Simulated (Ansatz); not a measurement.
**NaSe (doublet): B3LYP, r2SCANh over a scan of the distance Se1–Na2, cc-pVDZ**

How well do these functionals follow the top wave-function level for NaSe (doublet) over a scan of the distance Se1–Na2?

The runs use Ansatz 0.2.0, Gaussian basis; cc-pVDZ, all electrons in the functionals.

Plan: B3LYP, r2SCANh, at 2.127 Å; 2.322 Å; 2.604 Å; 2.880 Å; 3.168 Å; 3.607 Å; 4.079 Å; 4.798 Å; 5.810 Å; 6.913 Å; 8.782 Å.

55 further runs of the same task are left out: 40 for a known fault of the program, 10 that didn't finish, 5 set aside as unsound or not needed.

**1. The geometry**

The geometry derives from a PBE0/def2-TZVP stationary point (not a proven minimum). One bond is set to the value named and the two fragments are kept rigid. No spin-orbit coupling is included. The filled d shell of Se may be among the frozen orbitals whatever the setting's name suggests; the logs give the count.

2 atoms, charge 0, spin multiplicity 2.

Atoms are counted from 1 here; the program's logs count them from 0.

Bond lengths: Se1–Na2 2.604 Å.

No dispersion term is added. B3LYP takes the VWN-RPA correlation.

The geometry shown and the zero of energy belong to the point 2.604 Å. The yardstick, FCI, and other wave-function levels (R restricted, U unrestricted, valence and pair active spaces) come from earlier runs.

**2. B3LYP, 2.127 Å**

File in.yaml:

```yaml
crystal:
  periodic: [false, false, false]
  atoms:
    - {symbol: Se, position_ang: [0.000000, 0.000000, 0.000000]}
    - {symbol: Na, position_ang: [0.000000, 0.000000, 2.127000]}
basis:
  gaussian: {orbitals: cc-pVDZ}
magnetization: {spin_polarized: true, initial_magnetization: 1}
hamiltonian: {xc: {name: B3LYP}}
```

Started as:

```bash
ansatz run in.yaml --threads 1 --pin off --events-out ev --progress --plain --max-ram 2393MiB
```

Further steps of the session: B3LYP, 2.322 Å; B3LYP, 2.604 Å; B3LYP, 2.880 Å; B3LYP, 3.168 Å; B3LYP, 3.607 Å; B3LYP, 4.079 Å; B3LYP, 4.798 Å; B3LYP, 5.810 Å; B3LYP, 6.913 Å; B3LYP, 8.782 Å; r2SCANh, 2.127 Å; r2SCANh, 2.322 Å; r2SCANh, 2.604 Å; r2SCANh, 2.880 Å; r2SCANh, 3.168 Å; r2SCANh, 3.607 Å; r2SCANh, 4.079 Å; r2SCANh, 4.798 Å; r2SCANh, 5.810 Å; r2SCANh, 6.913 Å; r2SCANh, 8.782 Å.

**Question.** What will the summary of the whole plan be? Wanted: span of the FCI curve; largest miss, B3LYP; largest miss, r2SCANh.

The runs gave:

| quantity | value |
| --- | --- |
| span of the FCI curve | 2.004 eV |
| largest miss, B3LYP | +0.195 eV (8.782 Å) |
| largest miss, r2SCANh | +0.269 eV (8.782 Å) |

What this shows: Of the functionals, B3LYP keep the smallest largest miss at the points compared (at most 0.195 eV) and r2SCANh strays most (0.269 eV, at 8.782 Å). B3LYP, r2SCANh clearly break the spin symmetry at some points (⟨S²⟩ up to 0.81 above the pure value), so energy there is bought with a mixed spin. Functionals and the yardstick converge differently with the basis, so part of each miss in cc-pVDZ is the basis.
